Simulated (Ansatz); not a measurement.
# CH₅B₂N: taking an electron away

An exercise on one series of results from a longer session: the logs are not shown, and one member is left open.

Computed with Ansatz 0.2.0, Gaussian basis. Level: unrestricted cation, the program's frozen cores in correlated methods.

Levels to be run: UKS PBE-D4/def2-TZVPP; UKS r2SCAN-D4/def2-TZVPP; UKS PBE0-D4/def2-TZVPP; UKS B3LYP-D4/def2-TZVPP; UKS wB97X-V/def2-TZVPP; UKS wB97M-V/def2-TZVPP; UKS B2PLYP/def2-TZVPP; UHF-MP2/def2-TZVPP; UHF-MP2/def2-QZVPP; then −ε(HOMO) from the neutral's earlier runs with LDA (SPW92), PBE-D4, revPBE-D4, BLYP-D4, r2SCAN-D4, B97M-V, PBE0-D4, B3LYP-D4, r2SCANh-D4, r2SCAN0-D4, HSE06-D4, BHLYP-D4, CAM-B3LYP-D4, LC-ωPBE, ωB97X-V, ωB97M-V.

1 further run of the same task is left out (it didn't finish).

**The relaxed structure**

All runs share one geometry, relaxed beforehand with PBE0-D4 in a triple-zeta def2 set.

SMILES `BBC=N`, 9 atoms, charge 0, spin multiplicity 1.

Atoms are counted from 1 here; the program's logs count them from 0.

Bond lengths: B1–B2 1.634 Å, B1–H5 1.199 Å, B1–H6 1.199 Å, B2–C3 1.562 Å, B2–H7 1.203 Å, C3–N4 1.274 Å, C3–H8 1.099 Å, N4–H9 1.023 Å. Angles: B2–B1–H5 121.5°, B2–B1–H6 122.2°, H5–B1–H6 116.3°, B1–B2–C3 122.8°, B1–B2–H7 121.0°, C3–B2–H7 116.2°, B2–C3–N4 124.8°, B2–C3–H8 119.1°, N4–C3–H8 116.0°, C3–N4–H9 111.5°.

Set-up of the first run:

in.yaml reads:

```yaml
crystal:
  periodic: [false, false, false]
  atoms:
    - {symbol: B, position_ang: [-0.625779, 1.257157, -0.702426]}
    - {symbol: B, position_ang: [0.513595, 0.107466, -0.477299]}
    - {symbol: C, position_ang: [0.236650, -1.215829, 0.305828]}
    - {symbol: N, position_ang: [0.118893, -1.301036, 1.571194]}
    - {symbol: H, position_ang: [-1.286914, 1.296087, -1.702107]}
    - {symbol: H, position_ang: [-0.852214, 2.101777, 0.118634]}
    - {symbol: H, position_ang: [1.631393, 0.251957, -0.898173]}
    - {symbol: H, position_ang: [0.183210, -2.163221, -0.248143]}
    - {symbol: H, position_ang: [0.169665, -0.380558, 2.015293]}
basis:
  gaussian: {orbitals: def2-TZVPP}
total_charge: 1
magnetization: {spin_polarized: true, initial_magnetization: 1}
hamiltonian: {xc: pbe, dispersion: d4}
```

On the command line:

```
ansatz run in.yaml --threads 2 --pin off --events-out ev --progress --plain --max-ram 4352MiB
```

Steps of the session up to this table: Cation, UKS PBE-D4/def2-TZVPP; Cation, UKS r2SCAN-D4/def2-TZVPP; Cation, UKS PBE0-D4/def2-TZVPP; Cation, UKS B3LYP-D4/def2-TZVPP; Cation, UKS wB97X-V/def2-TZVPP; Cation, UKS wB97M-V/def2-TZVPP; Cation, UKS B2PLYP (frozen core)/def2-TZVPP; Cation, UHF-MP2/def2-TZVPP; Cation, UHF-MP2/def2-QZVPP.

One of the session's tables, all rows but one given; the rest of the session is left out.

It belongs to the step «Ionisation energies side by side». For comparison, −ε(HOMO) of the neutral from earlier runs:

```
  functional  −ε(HOMO) (eV)
 LDA (SPW92)           6.09
      PBE-D4           6.00
   revPBE-D4              ?
     BLYP-D4           5.90
   r2SCAN-D4           6.24
      B97M-V           6.42
     PBE0-D4           7.37
    B3LYP-D4           7.16
  r2SCANh-D4           6.75
  r2SCAN0-D4           7.55
    HSE06-D4           6.97
    BHLYP-D4           8.74
CAM-B3LYP-D4           8.78
     LC-ωPBE          10.12
     ωB97X-V           9.79
     ωB97M-V           9.70
```

Q: Estimate the row for revPBE-D4 from the others.

The run gave: −ε(HOMO) (eV): 5.96. In the column «−ε(HOMO) (eV)» it lies between BLYP-D4 (5.90) and PBE-D4 (6.00).
